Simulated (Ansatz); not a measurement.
Crystal: Hf3Be.

```
Hf Be
1.0
    -2.09200    2.09200    4.35305
     2.09200   -2.09200    4.35305
     2.09200    2.09200   -4.35305
Hf Be
3 1
Cartesian
  0.0000 0.0000 4.3530
  2.0920 0.0000 2.1765
  0.0000 2.0920 2.1765
  0.0000 0.0000 0.0000
```

The cell comes from a database or a generator and needn't be the stable form of this composition.

```yaml
Program: Ansatz 0.2.0
Task: single point
Functional: PBE
Potentials_or_basis: Ansatz PAW
Cutoff: "420 eV (not typed: the program's choice for these potentials)"
k_mesh: 9 × 9 × 9
Occupations: fermi-dirac, width 0.05 eV
Spin: no spin polarisation
```

On this cell: pressure 0.0 GPa; largest force under 0.003 eV/Å; band gap on the k mesh none (metal or under the smearing width).

The same run follows on a disturbed copy (atoms moved at random, drawn with an rms of 0.05 Å):

```
CELL_PARAMETERS angstrom
-2.09200 2.09200 4.35305
2.09200 -2.09200 4.35305
2.09200 2.09200 -4.35305
ATOMIC_POSITIONS crystal
Hf 0.49071 0.49881 0.99336
Hf 0.25882 0.75145 0.51692
Hf 0.75503 0.25497 0.49878
Be 0.00421 0.99145 0.99515
```

Task: What does the disturbed cell give?

Result: The energy (extrapolated to zero smearing) moves by +10.4 meV/atom; pressure 0.2 GPa; largest force 0.759 eV/Å; band gap on the k mesh none (metal or under the smearing width).

Forces on the atoms (eV/Å):
```
Hf  -0.018  0.445  0.249
Hf  -0.270 -0.704  0.090
Hf   0.149  0.308 -0.307
Be   0.139 -0.049 -0.032
```

Stress tensor (GPa, compression positive):
```
-1.09  0.02  0.20
 0.02  1.04 -0.34
 0.20 -0.34  0.66
```
